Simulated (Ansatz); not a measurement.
**TiCl+ (quintet): the correlation ladder, def2-QZVPP**

The task here is to estimate one member of a computed series from the others.

Method: def2-QZVPP, core rule «outside noble gas», up to 14 orbitals frozen; program: Ansatz 0.2.0, Gaussian basis.

Plan: UHF; ROHF; CCSD(T) on UHF.

## The geometry

The geometry is a PBE0/def2-TZVP stationary point (not a proven minimum) of the parent state, kept for this charge and spin.

2 atoms, charge 1, spin multiplicity 5.

Atoms are counted from 1 here; the program's logs count them from 0.

No contacts short enough for the rule that draws bonds.

Set-up of the first run:

The input, in.yaml:

```yaml
crystal:
  periodic: [false, false, false]
  atoms:
    - {symbol: Ti, position_ang: [0.000000, 0.000000, 0.000000]}
    - {symbol: Cl, position_ang: [0.000000, 0.000000, 3.280600]}
basis:
  gaussian: {orbitals: "def2-QZVPP.json"}
total_charge: 1
magnetization: {spin_polarized: true, initial_magnetization: 4}
hamiltonian: {xc: hf}
output: {orbitals: {seedname: orbitals}}
```

Command:

```bash
ansatz run in.yaml --threads 1 --pin off --events-out ev --progress --plain --max-ram 4096MiB --backend cpu
```

Among the steps run: UHF; ROHF; CCSD(T) on UHF.

One of the session's tables, all rows but one given; the rest of the session is left out.

It belongs to the step «Misses and costs». 

| method | from UCCSD(T) (meV) |
| --- | --- |
| ROHF | +6423.9 |
| UHF | ? |
| UMP2 | +928.6 |
| UCCSD | +215.3 |
| UCCSD(T) | 0 |

Estimate the missing values for UHF.

**Answer.** from UCCSD(T) (meV): +6119.1. In the column «from UCCSD(T) (meV)» it lies between UMP2 (+928.6) and ROHF (+6423.9).
